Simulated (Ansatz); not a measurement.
# ClFH3OScSi: the cost of one run

Program: Ansatz 0.2.0, Gaussian basis. Level of theory: the settings change from run to run. These are calculated values, not measurements.

## (1) The molecule

The geometry comes from an earlier relaxation with PBE0-D4 in a triple-zeta def2 set; it is a stationary point, not always the lowest conformer.

8 atoms, charge 0, spin multiplicity 1.

Atoms are counted from 1 here; the program's logs count them from 0.

Bond lengths: F1–Sc2 1.831 Å, Sc2–Cl3 2.305 Å, Sc2–O4 1.863 Å, O4–Si5 1.639 Å, Si5–H6 1.487 Å, Si5–H7 1.486 Å, Si5–H8 1.487 Å. Angles: F1–Sc2–Cl3 121.4°, F1–Sc2–O4 117.9°, Cl3–Sc2–O4 120.7°, Sc2–O4–Si5 179.5°, O4–Si5–H6 109.8°, O4–Si5–H7 110.1°, O4–Si5–H8 109.6°, H6–Si5–H7 109.0°, H6–Si5–H8 109.1°, H7–Si5–H8 109.1°.

## (2) B97/cc-pVTZ

This run has multiplicity 3.

in.yaml reads:

```yaml
crystal:
  periodic: [false, false, false]
  atoms:
    - {symbol: F, position_ang: [1.569398, -0.598460, 2.759658]}
    - {symbol: Sc, position_ang: [1.319469, -0.983771, 0.986761]}
    - {symbol: Cl, position_ang: [2.552438, -2.617136, -0.074128]}
    - {symbol: O, position_ang: [0.030322, -0.012082, 0.057696]}
    - {symbol: Si, position_ang: [-1.106023, 0.852080, -0.747450]}
    - {symbol: H, position_ang: [-2.319677, 1.001272, 0.098154]}
    - {symbol: H, position_ang: [-1.475879, 0.157870, -2.008478]}
    - {symbol: H, position_ang: [-0.570048, 2.200227, -1.072223]}
basis:
  gaussian: {orbitals: cc-pVTZ}
magnetization: {spin_polarized: true, initial_magnetization: 2}
hamiltonian: {xc: {name: B97}}
output: {forces: true}
```

Started as:

```sh
> ansatz run in.yaml --threads 2 --pin off --events-out ev --progress --plain --max-ram 22528MiB --backend cpu
```

Q: Estimate wall time and peak memory on 2 threads of AMD EPYC 7R13, shared host.

About 2.5 min, with a peak of 1.7 GiB.
